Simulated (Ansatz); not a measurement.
# CHBFN (SMILES N=C=BF): functionals against CCSD(T) at one geometry

An exercise on one series of results from a longer session: the logs are not shown, and one member is left open.

Method: single points in def2-TZVPP; program: Ansatz 0.2.0, Gaussian basis.

Cores are frozen in the correlated methods.

**The system as given**

5 atoms, charge 0, spin multiplicity 1.

Atoms are counted from 1 here; the program's logs count them from 0.

Bond lengths: N1–C2 1.213 Å, N1–H5 1.040 Å, C2–B3 1.410 Å, B3–F4 1.268 Å. Angles: C2–N1–H5 121.3°, N1–C2–B3 162.5°, C2–B3–F4 145.5°.

Geometry (Å):

| atom | x (Å) | y (Å) | z (Å) |
| --- | --- | --- | --- |
| N1 | -0.5743 | 0.7547 | 1.0590 |
| C2 | -0.1307 | -0.0749 | 0.2935 |
| B3 | 0.4822 | -0.6855 | -0.8199 |
| F4 | 0.7450 | -1.7841 | -1.3959 |
| H5 | -0.5478 | 1.7693 | 0.8319 |

Set-up of the first run:

run/in.yaml reads:

```yaml
crystal:
  periodic: [false, false, false]
  atoms:
    - {symbol: N, position_ang: [-0.574300, 0.754700, 1.059000]}
    - {symbol: C, position_ang: [-0.130700, -0.074900, 0.293500]}
    - {symbol: B, position_ang: [0.482200, -0.685500, -0.819900]}
    - {symbol: F, position_ang: [0.745000, -1.784100, -1.395900]}
    - {symbol: H, position_ang: [-0.547800, 1.769300, 0.831900]}
basis:
  gaussian: {orbitals: def2-TZVPP}
correlation: {method: ccsd_t}
output: {forces: true}
```

The command line of these runs was not kept.

Among the steps run: CCSD(T)/def2-TZVPP; PBE0-D4/def2-TZVPP; wB97M-V/def2-TZVPP; r2SCAN-D4/def2-TZVPP; PBE-D4/def2-TZVPP; r2SCANh-D4/def2-TZVPP; SPW92/def2-TZVPP.

One of the session's tables, all rows but one given; the rest of the session is left out.

```
    method  RMS force component (eV/Å)  angle to CCSD(T) forces (°)  dipole (D)
   CCSD(T)                       1.085                    reference        1.21
   PBE0-D4                       0.707                         14.7        1.20
   wB97M-V                       0.814                         17.9        1.25
 r2SCAN-D4                       0.784                         10.2        1.11
    PBE-D4                           ?                            ?           ?
r2SCANh-D4                       0.709                         12.9        1.16
     SPW92                       0.644                         13.4        1.15
```

**Question.** Estimate the row for PBE-D4.

The run gave: RMS force component (eV/Å): 0.970; angle to CCSD(T) forces (°): 12.7; dipole (D): 1.07. In the column «RMS force component (eV/Å)» it lies between wB97M-V (0.814) and CCSD(T) (1.085).
